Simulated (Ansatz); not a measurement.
# C₃H₄Se: one species, many methods

The task here is to estimate one member of a computed series from the others.

Program: Ansatz 0.2.0, Gaussian basis. Level of theory: functionals in def2-TZVPP, the program's frozen cores in correlated methods. These are calculated values, not measurements.

The runs, in order: LDA (SPW92), PBE-D4, revPBE-D4, BLYP-D4, r2SCAN-D4, B97M-V, PBE0-D4, B3LYP-D4, r2SCANh-D4, r2SCAN0-D4, HSE06-D4, BHLYP-D4, CAM-B3LYP-D4, LC-ωPBE, ωB97X-V, ωB97M-V, B2PLYP, PBE-QIDH; CCSD(T)/def2-SVP; CCSD(T)/def2-TZVPP; MP2/def2-QZVPP; extrapolation to the limit; RPA on PBE.

## The relaxed structure

An earlier PBE0-D4 in a triple-zeta def2 set relaxation fixed the geometry.

SMILES `[Se]=C1CC1`, 8 atoms, charge 0, spin multiplicity 1.

Atoms are counted from 1 here; the program's logs count them from 0.

Bond lengths: Se1–C2 1.734 Å, C2–C3 1.457 Å, C2–C4 1.457 Å, C3–C4 1.526 Å, C3–H5 1.086 Å, C3–H6 1.086 Å, C4–H7 1.086 Å, C4–H8 1.086 Å. Angles: Se1–C2–C3 148.4°, Se1–C2–C4 148.4°, C3–C2–C4 63.2°, C2–C3–C4 58.4°, C2–C3–H5 118.0°, C2–C3–H6 118.0°, C4–C3–H5 118.5°, C4–C3–H6 118.5°, H5–C3–H6 114.3°, C2–C4–C3 58.4°, C2–C4–H7 118.0°, C2–C4–H8 118.0°, C3–C4–H7 118.5°, C3–C4–H8 118.5°, H7–C4–H8 114.3°.

Set-up of the first run:

in.yaml reads:

```yaml
crystal:
  periodic: [false, false, false]
  atoms:
    - {symbol: Se, position_ang: [-2.384601, 0.894554, -0.390144]}
    - {symbol: C, position_ang: [-0.779227, 0.290307, -0.133048]}
    - {symbol: C, position_ang: [0.570662, 0.525120, 0.361065]}
    - {symbol: C, position_ang: [0.168097, -0.808685, -0.260706]}
    - {symbol: H, position_ang: [0.719964, 0.571305, 1.435622]}
    - {symbol: H, position_ang: [1.214456, 1.188918, -0.208102]}
    - {symbol: H, position_ang: [0.538165, -1.050930, -1.252392]}
    - {symbol: H, position_ang: [0.044484, -1.667688, 0.391905]}
basis:
  gaussian: {orbitals: def2-TZVPP}
hamiltonian: {xc: lda}
output: {orbitals: {seedname: orbitals}}
```

On the command line:

```console
$ ansatz run in.yaml --threads 2 --pin off --events-out ev --progress --plain --max-ram 4352MiB
```

Among the steps run: LDA; PBE-D4 (GGA); revPBE-D4 (GGA); BLYP-D4 (GGA); r2SCAN-D4 (meta-GGA); B97M-V (meta-GGA); PBE0-D4 (hybrid); B3LYP-D4 (hybrid); r2SCANh-D4 (hybrid); r2SCAN0-D4 (hybrid); HSE06-D4 (hybrid); BHLYP-D4 (hybrid); CAM-B3LYP-D4 (range-separated); LC-ωPBE (range-separated); ωB97X-V (range-separated); ωB97M-V (range-separated); B2PLYP (double hybrid); PBE-QIDH (double hybrid).

One table of the session follows, with a row left open; its other results are not shown here.

It belongs to the step «Orbital energies across the functionals». 

| functional | HOMO (eV) | LUMO (eV) | gap (eV) |
| --- | --- | --- | --- |
| LDA (SPW92) | -5.05 | -3.42 | 1.63 |
| PBE-D4 | -4.91 | -3.24 | 1.67 |
| revPBE-D4 | -4.86 | -3.18 | 1.68 |
| BLYP-D4 | -4.75 | -3.09 | 1.66 |
| r2SCAN-D4 | -5.11 | -3.14 | 1.97 |
| B97M-V | -5.19 | -3.02 | 2.18 |
| PBE0-D4 | -6.03 | -2.39 | 3.64 |
| B3LYP-D4 | ? | ? | ? |
| r2SCANh-D4 | -5.53 | -2.82 | 2.71 |
| r2SCAN0-D4 | -6.16 | -2.33 | 3.82 |
| HSE06-D4 | -5.63 | -2.77 | 2.87 |
| BHLYP-D4 | -7.00 | -1.36 | 5.63 |
| CAM-B3LYP-D4 | -7.30 | -1.27 | 6.03 |
| LC-ωPBE | -8.65 | -0.24 | 8.41 |
| ωB97X-V | -8.29 | -0.26 | 8.03 |
| ωB97M-V | -8.16 | -0.31 | 7.85 |

**Question.** Estimate the row for B3LYP-D4.

Worked estimate for «HOMO (eV)». Against the share of exact exchange, BLYP-D4 (0, -4.75), BHLYP-D4 (0.5, -7.00) give a slope of -4.50 per unit share; at 0.2 the line stands at -5.65.

**Answer.** HOMO (eV): -5.80; LUMO (eV): -2.57; gap (eV): 3.24. In «HOMO (eV)» the line misses by +0.15.
